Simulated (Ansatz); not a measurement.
# BiTe: the cost of one run

Program: Ansatz 0.2.0. Level of theory: DFT PBE, scalar-relativistic, plane waves, PAW. These are calculated values, not measurements.

1 further run of the same task is left out (set aside as unsound or not needed).

## Step 1: Starting point

Symmetry: Fm-3m, No. 225, cubic system. The conventional cell has a = 6.470 Å, b = 6.470 Å, c = 6.470 Å, α = 90.00°, β = 90.00°, γ = 90.00°. Bi (site symmetry m-3m) has 6 Te at 3.23 to 3.24 Å as nearest neighbours. Around Te (site symmetry m-3m) lie 6 Bi at 3.23 to 3.24 Å.

Structure file:

```cif
data_structure
_symmetry_space_group_name_H-M 'Fm-3m'
_symmetry_Int_Tables_number 225
_cell_length_a 6.4700
_cell_length_b 6.4700
_cell_length_c 6.4700
_cell_angle_alpha 90.000
_cell_angle_beta 90.000
_cell_angle_gamma 90.000
_cell_volume 270.84
loop_
_atom_site_label
_atom_site_type_symbol
_atom_site_symmetry_multiplicity
_atom_site_Wyckoff_symbol
_atom_site_fract_x
_atom_site_fract_y
_atom_site_fract_z
_atom_site_occupancy
Bi1 Bi 4 a 0.00000 0.00000 0.00000 1
Te1 Te 4 b 0.00000 0.50000 0.00000 1
```

The cell was made up by rule, so the compound may not exist in this form.

(A quick probe on a coarse mesh, which set the mesh and smearing, is not shown.)

## Step 3: Full relaxation

input.yaml reads:

```yaml
crystal:
  lattice:
    - [4.574981, 0.0, 0.0]
    - [-2.28749, 3.96205, 0.0]
    - [0.0, 0.0, 11.206369]
  atoms:
    - { symbol: Bi, position: [0.0, 0.0, 0.0] }
    - { symbol: Te, position: [0.66666667, 0.33333333, 0.16666667] }
    - { symbol: Bi, position: [0.33333333, 0.66666667, 0.33333333] }
    - { symbol: Te, position: [0.0, 0.0, 0.5] }
    - { symbol: Bi, position: [0.66666667, 0.33333333, 0.66666667] }
    - { symbol: Te, position: [0.33333333, 0.66666667, 0.83333333] }
basis:
  ecutwfc: 420
kpoints:
  mp_grid: { grid: [12, 12, 4] }
hamiltonian:
  xc: pbe
scf:
  occupations: { method: gaussian, width: 0.1 }
output:
  forces: true
  stress: true
  eigenvalues: true
relax:
  adjacent_minimum: "off"
  f_tol: 0.005
  max_steps: 80
  cell: { stress_tol: 0.05 }
```

Launch:

```console
> ansatz run input.yaml --threads 1 --pin off --max-ram 2560MiB --backend cpu --events-out ev --progress --plain --runs-dir out
```

Q: Estimate wall time and peak memory on 1 thread of Arm Neoverse V2, shared host.

About 2.8 min, with a peak of 0.81 GiB.
